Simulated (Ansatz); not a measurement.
# AlBClH₂N: basis-set convergence

The task here is to estimate one member of a computed series from the others.

Program: Ansatz 0.2.0, Gaussian basis. Level of theory: one geometry, several basis sets. These are calculated values, not measurements.

Levels to be run: PBE0-D4/def2-SVP; ωB97M-V/def2-SVP; PBE0-D4/def2-QZVPP; ωB97M-V/def2-QZVPP; the functionals' def2-TZVPP values are taken from earlier runs.

## The relaxed structure

The geometry comes from an earlier relaxation with PBE0-D4 in a triple-zeta def2 set; it is a stationary point.

SMILES `[Cl][Al]1[BH][NH]1`, 6 atoms, charge 0, spin multiplicity 1.

Atoms are counted from 1 here; the program's logs count them from 0.

Bond lengths: Cl1–Al2 2.088 Å, Al2–B3 1.988 Å, Al2–N4 1.805 Å, B3–N4 1.404 Å, B3–H5 1.191 Å, N4–H6 1.014 Å. Angles: Cl1–Al2–B3 173.4°, Cl1–Al2–N4 130.3°, B3–Al2–N4 43.1°, Al2–B3–N4 61.5°, Al2–B3–H5 164.7°, N4–B3–H5 133.8°, Al2–N4–B3 75.4°, Al2–N4–H6 158.5°, B3–N4–H6 126.1°.

Coordinates:

```mol
AlBClH2N
  3D, bonds by distance, orders not assigned

  6  6  0  0  0  0  0  0  0  0999 V2000
   -1.3376   -2.7475    0.6028 Cl  0  0
   -0.3009   -1.1149   -0.1839 Al  0  0
    0.6232    0.5538   -0.7441 B   0  0
   -0.0604    0.5453    0.4817 N   0  0
    1.2522    1.3772   -1.3322 H   0  0
   -0.1344    1.3222    1.1294 H   0  0
  1  2  8  0
  2  3  8  0
  3  4  8  0
  3  5  8  0
  4  6  8  0
  2  4  8  0
M  END
```

The first run:

The input, in.yaml:

```yaml
crystal:
  periodic: [false, false, false]
  atoms:
    - {symbol: Cl, position_ang: [-1.337621, -2.747468, 0.602828]}
    - {symbol: Al, position_ang: [-0.300933, -1.114918, -0.183949]}
    - {symbol: B, position_ang: [0.623215, 0.553831, -0.744095]}
    - {symbol: N, position_ang: [-0.060367, 0.545293, 0.481747]}
    - {symbol: H, position_ang: [1.252231, 1.377171, -1.332179]}
    - {symbol: H, position_ang: [-0.134426, 1.322190, 1.129447]}
basis:
  gaussian: {orbitals: def2-SVP}
hamiltonian: {xc: pbe0, dispersion: d4}
output: {orbitals: {seedname: orbitals}}
```

Command:

```bash
> ansatz run in.yaml --threads 2 --pin off --events-out ev --progress --plain --max-ram 4352MiB
```

Among the steps run: PBE0-D4 in def2-SVP; ωB97M-V in def2-SVP; PBE0-D4 in def2-QZVPP; ωB97M-V in def2-QZVPP.

One table of the session follows, with a row left open; its other results are not shown here.

It belongs to the step «Density functionals: the series». 

| functional | basis | HOMO (eV) |
| --- | --- | --- |
| PBE0-D4 | def2-SVP | -6.51 |
| PBE0-D4 | def2-TZVPP | -6.58 |
| PBE0-D4 | def2-QZVPP | ? |
| ωB97M-V | def2-SVP | -8.50 |
| ωB97M-V | def2-TZVPP | -8.60 |
| ωB97M-V | def2-QZVPP | -8.63 |

**Question.** Estimate the row for PBE0-D4, def2-QZVPP.

**Answer.** HOMO (eV): -6.60. In the column «HOMO (eV)» it lies between ωB97M-V, def2-SVP (-8.50) and PBE0-D4, def2-TZVPP (-6.58).
